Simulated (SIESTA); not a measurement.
Crystal: Ti4O5.

```xyz
9
Lattice="-3.3062 3.3062 2.0753 3.3062 -3.3062 2.0753 3.3062 3.3062 -2.0753" Properties=species:S:1:pos:R:3 pbc="T T T"
Ti    1.8743    0.7187    2.0753
Ti    4.0249    1.4319    0.0000
Ti   -0.7187    1.8743    2.0753
Ti    1.4319    2.5874    0.0000
O     0.0000    0.0000    2.0753
O     1.2514    2.7036    2.0753
O     2.7036   -1.2514    2.0753
O     0.6026    4.5576    0.0000
O     2.0548    0.6026    0.0000
```

The cell comes from a database or a generator and needn't be the stable form of this composition.

```yaml
Program: SIESTA 5.4.2
Task: single point
Functional: PBEsol
Potentials_or_basis: PseudoDojo 0.4 standard (PBEsol files)
Basis: DZP (energy shift 0.003 Ry; two zetas on semicore shells)
Grid_cutoff: 800 Ry
Energy_shift: 0.003 Ry
k_mesh: 8 × 8 × 8
Occupations: fermi-dirac, width 0.05 eV
Spin: no spin polarisation
```

On this cell: pressure -2.8 GPa; largest force 0.173 eV/Å; band gap on the k mesh none (metal or under the smearing width).

The same run follows on a disturbed copy (atoms moved at random, drawn with an rms of 0.05 Å):

```
CELL_PARAMETERS angstrom
-3.30617 3.30617 2.07529
3.30617 -3.30617 2.07529
3.30617 3.30617 -2.07529
ATOMIC_POSITIONS crystal
Ti 0.60744 0.78352 0.39268
Ti 0.19646 0.58898 0.81418
Ti 0.77429 0.38317 0.16694
Ti 0.38149 0.21453 0.59983
O 0.49574 0.49981 0.98921
O 0.91762 0.68957 0.60358
O 0.30492 0.90336 0.22041
O 0.69132 0.09200 0.77646
O 0.09863 0.31371 0.39684
```

Task: What does the disturbed cell give?

Result: The energy (extrapolated to zero smearing) moves by +13.9 meV/atom; pressure -2.6 GPa; largest force 0.982 eV/Å; band gap on the k mesh none (metal or under the smearing width).

Forces in eV/Å, atoms in the order of the input:
```
Ti  -0.266 -0.052  0.376
Ti   0.119  0.300  0.876
Ti   0.436  0.254  0.121
Ti  -0.410  0.683  0.141
O    0.292  0.551 -0.122
O    0.020 -0.961 -0.197
O   -0.495 -0.155  0.103
O    0.245 -0.138 -0.774
O    0.059 -0.481 -0.525
```

Stress tensor (GPa, compression positive):
```
-3.66 -0.43  0.03
-0.43 -2.43 -0.05
 0.03 -0.05 -1.60
```

Caveats: the basis of atomic orbitals isn't converged, which shifts pressures, moduli and gaps; semilocal functionals often make such compounds metallic where correlation or magnetic order opens a gap, which also shifts bond lengths.
